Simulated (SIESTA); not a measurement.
This SIESTA 5.4.2 run on KReO2 needs a look.

The input KReO2.fdf:

```
SystemName                      KReO2
SystemLabel                     KReO2
NumberOfSpecies                 3
NumberOfAtoms                   5
%block ChemicalSpeciesLabel
  1  19 K
  2  75 Re
  3   8 O
%endblock ChemicalSpeciesLabel

LatticeConstant                 5.9598391400 Ang
%block LatticeParameters
  1.0000000000 1.0000000000 1.0000000000 30.4363387701 30.4363387694 30.4363387504
%endblock LatticeParameters
AtomicCoordinatesFormat         Fractional
%block AtomicCoordinatesAndAtomicSpecies
     0.5000000000     0.5000000000     0.5000000000  1  K
     0.0000000000     0.0000000000     0.0000000000  2  Re
     0.2667000000     0.2667000000     0.2667000000  3  O
     0.7333000000     0.7333000000     0.7333000000  3  O
%endblock AtomicCoordinatesAndAtomicSpecies

%block kgrid.MonkhorstPack
    8   0   0  0.0
    0   8   0  0.0
    0   0   8  0.0
%endblock kgrid.MonkhorstPack
XC.Functional                   GGA
XC.Authors                      PBE
PAO.BasisSize                   DZP
PAO.EnergyShift                 0.002 Ry
Mesh.Cutoff                     800 Ry
Spin                            spin-orbit
%block DM.InitSpin
    1   0.000     0.00     0.00
    2   1.000    90.00     0.00
    3   0.000     0.00     0.00
    4   0.000     0.00     0.00
%endblock DM.InitSpin
WriteOrbMom                     true
OccupationFunction              FD
ElectronicTemperature           0.05 eV
MaxSCFIterations                80
SCF.MustConverge                false
SCF.Mixer.Method                Pulay
SCF.Mixer.Weight                0.1
SCF.Mixer.History               10
SCF.DM.Tolerance                5.0e-05
SCF.H.Tolerance                 1.0e-03 eV
WriteForces                     true
Charge.Mulliken                 end
%block ProjectedDensityOfStates
  EF -10.0 15.0 0.05 301 eV
%endblock ProjectedDensityOfStates
%block PDOS.kgrid.MonkhorstPack
   12   0   0  0.0
    0  12   0  0.0
    0   0  12  0.0
%endblock PDOS.kgrid.MonkhorstPack
%block PAO.Basis
  K 4
  n=3 0 1
    4.024
  n=4 0 2
    9.500 0.000
  n=3 1 1
    4.801
  n=4 1 1
    9.500
%endblock PAO.Basis
```

Potentials or basis: PseudoDojo 0.4 standard (PBE files, fully relativistic), DZP (energy shift 0.002 Ry; radii capped at 9.5 bohr).

Command:

```sh
$ siesta < KReO2.fdf > KReO2.out 2>&1
```

KReO2.out:

```text
Version         : 5.4.2

                           ***********************
                           *  WELCOME TO SIESTA  *
                           ***********************

 NOTE: Siesta V5 introduces some new defaults for basis-set generation
 NOTE: which might lead to slightly different numerical results.
 NOTE: Please see the manual for full details and compatibility measures.

[... 713 lines left out ...]
%endblock PAO.Basis

prinput: ----------------------------------------------------------------------

coor:   Atomic-coordinates input format  =     Fractional
coor: ERROR in AtomicCoordinatesAndAtomicSpecies block
Stopping Program from Node:    0
coor: ERROR in AtomicCoordinatesAndAtomicSpecies block
Stopping Program from Node:    0

Program received signal SIGABRT: Process abort signal.

Backtrace for this error:
```

Question: Diagnose the run.

Answer: The input was rejected before any iteration. The input holds a flaw that was put in on purpose: wrong number of atoms.
